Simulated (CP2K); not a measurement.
# SrMg6Sb (Amm2) in CP2K: single point with RPBE

Aim: the single point of SrMg6Sb with RPBE.

All numbers are computed with CP2K 2026.2; they aren't measurements. Logs are shortened: lines on timing, memory, paths and dates and some standing lists are left out, and cuts for length are marked.

## 1. The structure

It takes space group Amm2 (No. 38, orthorhombic). The conventional cell has a = 5.430 Å, b = 6.451 Å, c = 11.953 Å, α = 90.00°, β = 90.00°, γ = 90.00°. Around Sb (site symmetry mm2) lie 2 Sr at 3.23 Å and 10 Mg at 3.29 to 3.48 Å. Sr (site symmetry mm2) has 2 Sb at 3.23 Å and 10 Mg at 3.37 to 3.42 Å as nearest neighbours. Around Mg (site symmetry mm2) lie 10 Mg at 3.23 to 3.48 Å and 2 Sb at 3.42 Å. Mg (site symmetry mm2) has 10 Mg at 3.19 to 3.60 Å and 2 Sr at 3.41 Å as nearest neighbours. Mg (site symmetry m) has 7 Mg at 3.12 to 3.48 Å and 2 Sb at 3.29 Å and 2 Sr at 3.38 Å as nearest neighbours. Mg (site symmetry m) is surrounded by 8 Mg at 3.20 to 3.32 Å and 2 Sb at 3.31 to 3.48 Å and 2 Sr at 3.37 to 3.42 Å.

The cell comes from a database or a generator and needn't be the stable form of this composition.

## 2. Single point, RPBE

File srmg6sb_scf.inp:

```
&GLOBAL
  PROJECT srmg6sb_scf
  RUN_TYPE ENERGY_FORCE
  PRINT_LEVEL LOW
&END GLOBAL
&FORCE_EVAL
  METHOD QS
  STRESS_TENSOR ANALYTICAL
  &DFT
    BASIS_SET_FILE_NAME BASIS_MOLOPT_UZH
    POTENTIAL_FILE_NAME POTENTIAL_UZH
    &MGRID
      CUTOFF 1400
      REL_CUTOFF 60
      NGRIDS 5
    &END MGRID
    &QS
      METHOD GPW
      EPS_DEFAULT 1.0E-10
    &END QS
    &KPOINTS
      SCHEME MONKHORST-PACK 5 5 5
      GAMMA_CENTERED T
      SYMMETRY T
      SYMMETRY_BACKEND SPGLIB
    &END KPOINTS
    &SCF
      SCF_GUESS ATOMIC
      EPS_SCF 1.0E-6
      MAX_SCF 100
      ADDED_MOS 22
      CHOLESKY OFF
      EPS_EIGVAL 1.0E-7
      &DIAGONALIZATION ON
        ALGORITHM STANDARD
      &END DIAGONALIZATION
      &MIXING ON
        METHOD BROYDEN_MIXING
        ALPHA 0.4
        BETA 1.5
        NBUFFER 8
      &END MIXING
      &SMEAR ON
        METHOD GAUSSIAN
        SIGMA [eV] 0.1
      &END SMEAR
    &END SCF
    &XC
      &XC_FUNCTIONAL
        &GGA_X_RPBE
        &END GGA_X_RPBE
        &GGA_C_PBE
        &END GGA_C_PBE
      &END XC_FUNCTIONAL
    &END XC
    &PRINT
      &KPOINTS ON
      &END KPOINTS
      &MULLIKEN ON
      &END MULLIKEN
      &MO ON
        ENERGIES T
        OCCUPATION_NUMBERS T
        &EACH
          QS_SCF 0
        &END EACH
        ADD_LAST NUMERIC
      &END MO
      &LOWDIN ON
      &END LOWDIN
      &HIRSHFELD ON
        SHAPE_FUNCTION DENSITY
      &END HIRSHFELD
      &E_DENSITY_CUBE ON
        STRIDE 2
      &END E_DENSITY_CUBE
      &V_HARTREE_CUBE ON
        STRIDE 2
      &END V_HARTREE_CUBE
      &ELF_CUBE ON
        STRIDE 2
      &END ELF_CUBE
    &END PRINT
  &END DFT
  &SUBSYS
    &CELL
      ABC 5.4299590000 6.7914917062 6.7914917061
      ALPHA_BETA_GAMMA 56.7092942790 90.0000000000 90.0000000000
      PERIODIC XYZ
    &END CELL
    &COORD
      Sb  2.7149795000 6.9566040863 3.7543084312
      Sr  2.7149795000 1.7966781961 0.9696231115
      Mg  0.0000000000 8.7904573288 4.7439940026
      Mg  0.0000000000 3.6091247552 1.9477560214
      Mg  0.0000000000 5.3164745874 4.6403720220
      Mg  0.0000000000 6.7970153245 1.8969810806
      Mg  2.7149795000 3.6442452794 3.7876550325
      Mg  2.7149795000 5.1663669416 0.9672160705
    &END COORD
    &KIND Sb
      BASIS_SET TZVP-MOLOPT-PBE-GTH-q5
      POTENTIAL GTH-PBE-q5
    &END KIND
    &KIND Sr
      BASIS_SET TZVP-MOLOPT-PBE-GTH-q10
      POTENTIAL GTH-PBE-q10
    &END KIND
    &KIND Mg
      BASIS_SET TZVP-MOLOPT-PBE-GTH-q10
      POTENTIAL GTH-PBE-q10
    &END KIND
    &PRINT
      &ATOMIC_COORDINATES ON
      &END ATOMIC_COORDINATES
      &CELL ON
      &END CELL
      &SYMMETRY ON
      &END SYMMETRY
    &END PRINT
  &END SUBSYS
  &PRINT
    &FORCES ON
    &END FORCES
    &STRESS_TENSOR ON
    &END STRESS_TENSOR
  &END PRINT
&END FORCE_EVAL
```

Potentials or basis: POTENTIAL_UZH Sb GTH-PBE-q5, Sr GTH-PBE-q10, Mg GTH-PBE-q10; TZVP-MOLOPT-PBE-GTH basis.

The run is started by

```
$ OMP_NUM_THREADS=1 cp2k.psmp -i srmg6sb_scf.inp -o srmg6sb_scf.out
```

srmg6sb_scf.out:

```text

 CP2K| version string:                                       CP2K version 2026.2
 CP2K| Input file name                                           srmg6sb_scf.inp

 GLOBAL| Force Environment number                                              1
 GLOBAL| Basis set file name                                    BASIS_MOLOPT_UZH
 GLOBAL| Potential file name                                       POTENTIAL_UZH
 GLOBAL| MM Potential file name                                     MM_POTENTIAL
 GLOBAL| Coordinate file name                                      __STD_INPUT__
 GLOBAL| Method name                                                        CP2K
 GLOBAL| Project name                                                srmg6sb_scf
 GLOBAL| Run type                                                   ENERGY_FORCE
 GLOBAL| FFT library                                                       FFTW3
[... 6 lines left out ...]
 GLOBAL| Total number of message passing processes                             1
 GLOBAL| Number of threads for this process                                    1
 GLOBAL| CPU model name                                                  UNKNOWN

 CELL| Volume [angstrom^3]:                                           209.353083
 CELL| Vector a [angstrom]:       5.430     0.000     0.000   |a| =     5.429959
 CELL| Vector b [angstrom]:       0.000     6.791     0.000   |b| =     6.791492
 CELL| Vector c [angstrom]:       0.000     3.728     5.677   |c| =     6.791492
 CELL| Angle (b,c), alpha [degree]:                                    56.709294
 CELL| Angle (a,c), beta  [degree]:                                    90.000000
 CELL| Angle (a,b), gamma [degree]:                                    90.000000
 CELL| Numerically orthorhombic:                                              NO
 CELL| Periodicity                                                           XYZ

 CELL_REF| Volume [angstrom^3]:                                       209.353083
 CELL_REF| Vector a [angstrom     5.430     0.000     0.000   |a| =     5.429959
 CELL_REF| Vector b [angstrom     0.000     6.791     0.000   |b| =     6.791492
 CELL_REF| Vector c [angstrom     0.000     3.728     5.677   |c| =     6.791492
 CELL_REF| Angle (b,c), alpha [degree]:                                56.709294
 CELL_REF| Angle (a,c), beta  [degree]:                                90.000000
 CELL_REF| Angle (a,b), gamma [degree]:                                90.000000
 CELL_REF| Numerically orthorhombic:                                          NO
 CELL_REF| Periodicity                                                       XYZ
[... 9 lines left out ...]
 TOTAL NUMBERS AND MAXIMUM NUMBERS

  Total number of            - Atomic kinds:                                   3
                             - Atoms:                                          8
                             - Shell sets:                                     8
                             - Shells:                                        50
                             - Primitive Cartesian functions:                 52
                             - Cartesian basis functions:                     94
                             - Spherical basis functions:                     92

  Maximum angular momentum of- Orbital basis functions:                        2
                             - Local part of the GTH pseudopotential:          2
                             - Non-local part of the GTH pseudopotential:      4

 MODULE QUICKSTEP: ATOMIC COORDINATES IN ANGSTROM

   Atom Kind Element         X             Y             Z       Z(eff)     Mass
      1    1 Sb   51      2.714980      6.956604      3.754308   5.0000 121.7600
      2    2 Sr   38      2.714980      1.796678      0.969623  10.0000  87.6200
      3    3 Mg   12      0.000000      8.790457      4.743994  10.0000  24.3050
      4    3 Mg   12      0.000000      3.609125      1.947756  10.0000  24.3050
      5    3 Mg   12      0.000000      5.316475      4.640372  10.0000  24.3050
      6    3 Mg   12      0.000000      6.797015      1.896981  10.0000  24.3050
      7    3 Mg   12      2.714980      3.644245      3.787655  10.0000  24.3050
      8    3 Mg   12      2.714980      5.166367      0.967216  10.0000  24.3050

 Crystal Symmetry Information
       International Symbol:                                                Amm2
       Point Group Symbol:                                                   mm2
       Schoenflies Symbol:                                                C2v^14
       Number of Symmetry Operations:                                          4

 SCF PARAMETERS         Density guess:                                    ATOMIC
[... 9 lines left out ...]
                        --------------------------------------------------------
                        level_shift [a.u.]:                             0.000000
[... 89 lines left out ...]
  Total charge density g-space grids:           0.0000000916

  Overlap energy of the core charge distribution:               0.00000000000002
  Self energy of the core charge distribution:               -949.41591579260671
  Core Hamiltonian energy:                                    275.10147445722697
  Hartree energy:                                             315.59462622888668
  Exchange-correlation energy:                                -57.75193745785567
  Smearing free energy correction:                             -0.00079869734575
  Fermi energy:                                                 0.19745673342551

  Total energy:                                              -416.47255126134093
  Total energy (extrapolated to sigma->0):                   -416.47215191266804

 MO| EIGENVALUES AND OCCUPATION NUMBERS FOR K POINT 1
 MO|
 MO|  Index      Eigenvalue [a.u.]        Eigenvalue [eV]             Occupation
 MO|      1              -2.621318             -71.329695               2.000000
 MO|      2              -2.611313             -71.057430               2.000000
 MO|      3              -2.611281             -71.056577               2.000000
 MO|      4              -2.603326             -70.840107               2.000000
 MO|      5              -2.603299             -70.839367               2.000000
 MO|      6              -2.597027             -70.668710               2.000000
[... 580 lines left out ...]
 MO|     59               0.558498              15.197495               0.000000
 MO|     60               0.592555              16.124236               0.000000
 MO| Sum:                                                              81.113090
 MO| E(Fermi):            0.197457 a.u.          5.373071 eV
 MO| Band gap:            0.011175 a.u.          0.304091 eV

 MO| EIGENVALUES AND OCCUPATION NUMBERS FOR K POINT 10
 MO|
 MO|  Index      Eigenvalue [a.u.]        Eigenvalue [eV]             Occupation
 MO|      1              -2.621318             -71.329699               2.000000
 MO|      2              -2.611313             -71.057432               2.000000
 MO|      3              -2.611282             -71.056586               2.000000
 MO|      4              -2.603326             -70.840111               2.000000
 MO|      5              -2.603299             -70.839374               2.000000
 MO|      6              -2.597028             -70.668714               2.000000
[... 316 lines left out ...]
 MO|     59               0.549619              14.955887               0.000000
 MO|     60               0.568040              15.457157               0.000000
 MO| Sum:                                                              74.000000
 MO| E(Fermi):            0.197457 a.u.          5.373071 eV

 [... the levels of further k-points ...]

 The electron density is written in Cube    file format to the file:

 srmg6sb_scf-ELECTRON_DENSITY-1_0.cube

 !-----------------------------------------------------------------------------!
                     Mulliken Population Analysis

 #  Atom  Element  Kind  Atomic population                           Net charge
       1     Sb       1          6.139580                             -1.139580
       2     Sr       2          9.680346                              0.319654
       3     Mg       3          9.758680                              0.241320
       4     Mg       3         10.042602                             -0.042602
       5     Mg       3          9.821862                              0.178138
       6     Mg       3          9.821862                              0.178138
       7     Mg       3          9.867534                              0.132466
       8     Mg       3          9.867533                              0.132467
 # Total charge                             75.000000                  0.000000

 !-----------------------------------------------------------------------------!

 !-----------------------------------------------------------------------------!
                           Hirshfeld Charges

  #Atom  Element  Kind  Ref Charge     Population                    Net charge
      1       Sb     1       5.000          5.278                        -0.278
      2       Sr     2      10.000         10.129                        -0.129
      3       Mg     3      10.000          9.886                         0.114
      4       Mg     3      10.000          9.981                         0.019
      5       Mg     3      10.000          9.918                         0.082
      6       Mg     3      10.000          9.918                         0.082
      7       Mg     3      10.000          9.945                         0.055
      8       Mg     3      10.000          9.945                         0.055

  Total Charge                                                            0.000
 !-----------------------------------------------------------------------------!

 LOWDIN POPULATION ANALYSIS

 #  Atom  Element  Kind  Atomic population                           Net charge
       1     Sb       1          5.520532                             -0.520532
       2     Sr       2         10.452023                             -0.452023
       3     Mg       3          9.766989                              0.233011
       4     Mg       3          9.949909                              0.050091
       5     Mg       3          9.842437                              0.157563
       6     Mg       3          9.775174                              0.224826
       7     Mg       3          9.758910                              0.241090
       8     Mg       3          9.934027                              0.065973
 # Total charge                             75.000000                  0.000000

               ----- ELF is computed on the real space grid -----

 ELF is written in Cube    file format to the file:

 srmg6sb_scf-ELF_S1-1_0.cube

 ENERGY| Total FORCE_EVAL ( QS ) energy [hartree]           -416.472556713485744

 FORCES| Atomic forces [hartree/bohr]
 FORCES|   Atom     x               y               z               |f|
 FORCES|      1  1.00370948E-14 -6.77388433E-05 -3.65028393E-05   7.69480875E-05
 FORCES|      2 -1.61846366E-15  9.54595381E-04  5.15180879E-04   1.08474130E-03
 FORCES|      3  5.00041380E-14 -4.81070008E-04 -2.59573854E-04   5.46632361E-04
 FORCES|      4 -8.99995805E-14  1.24638954E-02  6.72648555E-03   1.41631316E-02
 FORCES|      5  1.32040701E-13 -8.53013468E-03  1.77905826E-03   8.71368154E-03
 FORCES|      6  1.34304369E-13 -3.19490167E-03 -8.10692218E-03   8.71375831E-03
 FORCES|      7  2.01960848E-14 -8.93395488E-03  1.51691357E-02   1.76044945E-02
 FORCES|      8  2.94976592E-14  7.77619076E-03 -1.57939420E-02   1.76044809E-02
 FORCES| Sum     2.84462003E-13 -1.31185364E-05 -7.08054184E-06
 FORCES| Total atomic force                                       1.49073831E-05

 STRESS| Analytical stress tensor [bar]
 STRESS|                        x                   y                   z
 STRESS|      x        1.13217785697E+04   2.83130886646E-09   1.72052610803E-09
 STRESS|      y        2.83130886646E-09   2.25668321882E+04   1.63280595671E+03
 STRESS|      z        1.72052610803E-09   1.63280595671E+03   2.04224566874E+04
 STRESS| 1/3 Trace                                             1.81036891485E+04
 STRESS| Determinant                                           5.18768533327E+12

 STRESS| Eigenvectors and eigenvalues of the analytical stress tensor [bar]
 STRESS|                        1                   2                   3
 STRESS| Eigenvalues   1.13217785697E+04   1.95412776355E+04   2.34480112401E+04
 STRESS|      x           1.000000000000      0.000000000000      0.000000000000
 STRESS|      y          -0.000000000000     -0.474925165771      0.880026185359
 STRESS|      z          -0.000000000000      0.880026185359      0.474925165771
```

Run time: 81 s. Hardware: 1 thread of Arm Neoverse V2, shared host; peak memory 2.2 GiB.

What came out:

| Quantity | Value |
| --- | --- |
| Free energy | -11332.7946 eV |
| Pressure | 1.8 GPa |
| Largest force | 0.905 eV/Å |
| Band gap on the k mesh | none (metal or under the smearing width) |
| Mulliken charges | Sb -1.14; Sr +0.32; Mg +0.24, -0.04, +0.18, +0.13 e |
| Hirshfeld charges | Sb -0.28; Sr -0.13; Mg +0.11, +0.02, +0.08, +0.06 e |

Forces on the atoms (eV/Å):
```
Sb   0.000 -0.003 -0.002
Sr   0.000  0.049  0.026
Mg   0.000 -0.025 -0.013
Mg   0.000  0.641  0.346
Mg   0.000 -0.439  0.091
Mg   0.000 -0.164 -0.417
Mg   0.000 -0.459  0.780
Mg   0.000  0.400 -0.812
```

Stress tensor (GPa, compression positive):
```
1.13 0.00 0.00
0.00 2.26 0.16
0.00 0.16 2.04
```

Levels at points of the mesh, in eV from the Fermi level:
```
           k point  band 35  band 36  band 37  band 38  band 39  band 40
(0.00, 0.00, 0.00)    -2.23    -1.64    -0.81     0.51     1.23     1.51
```

Caveat: Mulliken charges move with the basis; the potentials were made for another functional, which shifts forces and pressure; the basis of atomic orbitals isn't converged, which shifts pressures, moduli and gaps. Spin-orbit coupling is left out, which matters for the levels of Sb.
